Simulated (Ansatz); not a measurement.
This script for a ladder of methods at one geometry of C2H7FSi2, SMILES CC1[SiH2][SiH]1F with Ansatz's Python interface holds a mistake.

`run_methods.py`
```python
# -*- coding: utf-8 -*-
"""One geometry of C2H7FSi2, method by method."""

from dataclasses import dataclass
from pathlib import Path

import ansatz
import numpy as np


@dataclass(frozen=True)
class Settings:
    basis_set: str = "def2-SVP"


settings = Settings()

molecule = (
    ansatz.Crystal.molecule()
    .atom("C", (-1.2679, -0.6793, 0.3066))
    .atom("C", (-0.0878, 0.1834, 0.4397))
    .atom("Si", (1.5072, -0.5375, 0.0167))
    .atom("Si", (0.5784, 1.1983, -0.9794))
    .atom("F", (0.8212, 2.6527, -0.4688))
    .atom("H", (-1.3584, -1.1912, -0.6412))
    .atom("H", (-2.1798, 0.0068, 0.3358))
    .atom("H", (-1.3606, -1.3302, 1.1171))
    .atom("H", (-0.1068, 0.7485, 1.4182))
    .atom("H", (2.5426, -0.302, 1.1282))
    .atom("H", (1.4126, -1.8987, -0.539))
    .atom("H", (-0.4235, 1.094, -2.0998))
)

calc = (
    molecule.calculation()
    .basis(gaussian=settings.basis_set)
    .spin("collinear", total=3)
)

print("functional    E (Ha)        dipole (D)   HOMO (eV)  LUMO (eV)")
for name in ["pbe0", "lc_wpbe", "lda", "revpbe"]:
    report = calc.functional(name).forces().orbitals().run(threads=1, backend="cpu", runs_dir="runs").report
    lines = Path(report["orbitals_path"]).read_text().splitlines()
    field_of = lambda key: [line.split("=")[1].strip() for line in lines if line.startswith(key)]
    orbitals = [(27.211386 * float(e), s, float(n)) for e, s, n in zip(field_of("Ene="), field_of("Spin="), field_of("Occup="))]
    homo = max(e for e, _, n in orbitals if n > 0.5)
    lumo = min(e for e, _, n in orbitals if n < 0.5)
    dipole = 4.803205 * np.linalg.norm(report["charge_distribution"]["dipole_moment_e_ang"])
    print(f"{name:10s} {report['free_energy_ev'] / 27.211386246:14.6f} {dipole:9.3f} {homo:11.3f} {lumo:10.3f}")
```

`python run_methods.py` gives:
```text
functional    E (Ha)        dipole (D)   HOMO (eV)  LUMO (eV)
Traceback (most recent call last):
  File "run_methods.py", line 42, in <module>
    report = calc.functional(name).forces().orbitals().run(threads=1, backend="cpu", runs_dir="runs").report
             ~~~~~~~~~~~~~~~~~~~~~~~~~~~~~~~~~~~~~~~~~~~~~^^^^^^^^^^^^^^^^^^^^^^^^^^^^^^^^^^^^^^^^^^^
  ...
ansatz.GaussianBasisError: a molecule whose nuclei and cores have a total charge of 56 cannot have a net charge of 0 together with 3 unpaired electrons
```
(Library frames cut from the traceback.)

Why does it end like this?

The fault: the count of unpaired electrons doesn't fit the count of electrons. The correction:

```diff
--- before
+++ after
@@ -33,7 +33,3 @@
 
-calc = (
-    molecule.calculation()
-    .basis(gaussian=settings.basis_set)
-    .spin("collinear", total=3)
-)
+calc = molecule.calculation().basis(gaussian=settings.basis_set)
```

After the fix:

```console
$ python run_methods.py
functional    E (Ha)        dipole (D)   HOMO (eV)  LUMO (eV)
pbe0          -758.480060     1.152      -6.764     -0.610
lc_wpbe       -758.627973     1.113      -9.273      1.602
lda           -755.194261     1.092      -5.690     -1.604
revpbe        -758.730453     0.993      -5.584     -1.365
```

Total energies depend on the basis set; only differences at equal settings carry meaning. The geometry is a force-field or estimated start, not a minimum of this method, and the basis set is short of its limit. A lower total doesn't mark the better method: functionals have no common bound, and MP2 and coupled cluster aren't variational. Levels such as HOMO and LUMO are orbital energies: with these approximate functionals they aren't the ionisation energy and electron affinity, and their gap isn't the fundamental gap. The whole script took 18 s on 1 thread of Arm Neoverse V2, on a shared host, peak memory 0.31 GiB.
